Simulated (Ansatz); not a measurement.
TiPd:

```
CELL_PARAMETERS angstrom
2.81471 0.00000 0.00000
0.00000 2.81471 0.00000
0.00000 0.00000 3.86576
ATOMIC_POSITIONS crystal
Pd 0.50000 0.50000 0.50000
Ti 0.00000 0.00000 0.00000
```

The cell comes from a database or a generator and needn't be the stable form of this composition.

```yaml
Program: Ansatz 0.2.0
Task: relaxation of cell and atoms
Functional: PBE
Potentials_or_basis: Ansatz PAW
Cutoff: "420 eV (not typed: the program's choice for these potentials)"
k_mesh: 9 × 9 × 7
Occupations: fermi-dirac, width 0.05 eV
Spin: no spin polarisation
```

At the start: volume 15.31 Å³/atom.

Problem. Where does the relaxation end?

Solution. It ends after 5 steps and the volume is 15.62 Å³/atom (+2.0 %); space group P4/mmm (No. 123, to 0.05 Å).

Step by step:
| step | energy change (eV) | largest force (eV/Å) | volume (Å³) |
| --- | --- | --- | --- |
| 1 | 0.0000 | 0.0000 | 30.63 |
| 2 | -0.0030 | 0.0000 | 31.68 |
| 3 | -0.0062 | 0.0000 | 31.25 |
| 4 | -0.0062 | 0.0000 | 31.23 |
| 5 | -0.0064 | 0.0000 | 31.23 |

Final structure:
```
CELL_PARAMETERS angstrom
2.84306 0.00000 0.00000
0.00000 2.84306 0.00000
0.00000 0.00000 3.86403
ATOMIC_POSITIONS crystal
Pd 0.50000 0.50000 0.50000
Ti 0.00000 0.00000 0.00000
```

Caveat: the plane-wave basis is chosen anew once the cell has moved, so the energies of steps on either side of that aren't comparable.
